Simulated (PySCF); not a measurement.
**In: spin, charge, geometry and surroundings**

Aim: change spin, charge, geometry, field or solvent of In, one at a time, and compare with the base run.

Computed with PySCF 2.14.0. Level: each script names its method and basis.

3 further runs of the same task are left out: 1 for a known fault of the program, 2 that didn't finish.

## 1. The atom

In: 1 atom, charge 0, spin multiplicity 2.

## 2. Base script

input.py reads:

```python
from pyscf import gto, dft

mol = gto.M(
    atom='In 0 0 0',
    basis='def2-svp',
    ecp={'In': 'def2-svp'},
    charge=0,
    spin=1,
    verbose=3,
)
mf = dft.UKS(mol, xc='b3lyp')
mf.kernel()
mf.stability(internal=True, external=True)
mf.dip_moment()
print('orbital energies (hartree):', [e[max(0, n-3):n+3].round(4) for e, n in zip(mf.mo_energy, mol.nelec)])
```

The run is started by

```bash
> OMP_NUM_THREADS=1 python input.py
```

The log of this run is left out.

In short: E(SCF) = -190.181678 Eh, ⟨S²⟩ = 0.752, internal stable; real -> complex stable; UHF/UKS -> GHF/GKS unstable.

## 3. Charge -1 (singlet)

Run 1 changes charge: 0 → -1; spin (2S): 1 → 0.

input.py reads:

```python
from pyscf import gto, dft

mol = gto.M(
    atom='In 0 0 0',
    basis='def2-svp',
    ecp={'In': 'def2-svp'},
    charge=-1,
    spin=0,
    verbose=3,
)
mf = dft.UKS(mol, xc='b3lyp')
mf.kernel()
mf.stability(internal=True, external=True)
mf.dip_moment()
print('orbital energies (hartree):', [e[max(0, n-3):n+3].round(4) for e, n in zip(mf.mo_energy, mol.nelec)])
```

The run is started by

```bash
> OMP_NUM_THREADS=1 python input.py
```

## 4. Quartet

Run 2 changes spin (2S): 1 → 3.

Edit input.py of step 2 so:

```diff
@@ -7,3 +7,3 @@
     charge=0,
-    spin=1,
+    spin=3,
     verbose=3,
```

## 5. Charge +1 (triplet)

Run 3 changes charge: 0 → 1; spin (2S): 1 → 2.

Edit input.py of step 2 so:

```diff
@@ -6,4 +6,4 @@
     ecp={'In': 'def2-svp'},
-    charge=0,
-    spin=1,
+    charge=1,
+    spin=2,
     verbose=3,
```

## 6. Electric field 0.05 a.u.

Run 4 changes electric field: none → 0.05 a.u.

Edit input.py of step 2 so:

```diff
@@ -11,2 +11,7 @@
 mf = dft.UKS(mol, xc='b3lyp')
+field = 0.05  # electric field along z, atomic units
+h = mf.get_hcore() + field*mol.intor('int1e_r')[2]
+mf.get_hcore = lambda *args: h
+e_nuc = mol.energy_nuc() - field*mol.atom_charges() @ mol.atom_coords()[:, 2]
+mf.energy_nuc = lambda *args: e_nuc
 mf.kernel()
```

## 7. Charge +1 (singlet)

Run 5 changes charge: 0 → 1; spin (2S): 1 → 0.

Edit input.py of step 2 so:

```diff
@@ -6,4 +6,4 @@
     ecp={'In': 'def2-svp'},
-    charge=0,
-    spin=1,
+    charge=1,
+    spin=0,
     verbose=3,
```

**Question.** What will these runs give? Wanted: for each run, E(SCF); from base; after the SCF.

The runs gave:

```
                     run  E(SCF) (hartree)  from base (eV)                                            after the SCF
                    base       -190.181678               0                             unstable: UHF/UKS -> GHF/GKS
     charge -1 (singlet)       -190.179514         +0.0589                   unstable: internal, UHF/UKS -> GHF/GKS
                 quartet       -190.006187         +4.7754                             unstable: UHF/UKS -> GHF/GKS
     charge +1 (triplet)       -189.761609        +11.4307                             unstable: UHF/UKS -> GHF/GKS
electric field 0.05 a.u.       -190.221544         -1.0848  unstable: internal, real -> complex, UHF/UKS -> GHF/GKS
     charge +1 (singlet)       -189.974689         +5.6325                                                   stable
```

In words: Of the runs whose energies can be compared, “quartet” moves the SCF energy most (+4.775 eV). At the SCF level, adding an electron (to the singlet) costs 0.06 eV at fixed geometry; correlation, diffuse functions and relaxation can still bind it. The quartet solution found lies 4.78 eV above the base doublet at this geometry and level. At the SCF level, going to the triplet with one electron fewer costs 11.43 eV at fixed geometry, which need not be the lowest ionisation. At the SCF level, going to the singlet with one electron fewer costs 5.63 eV at fixed geometry.
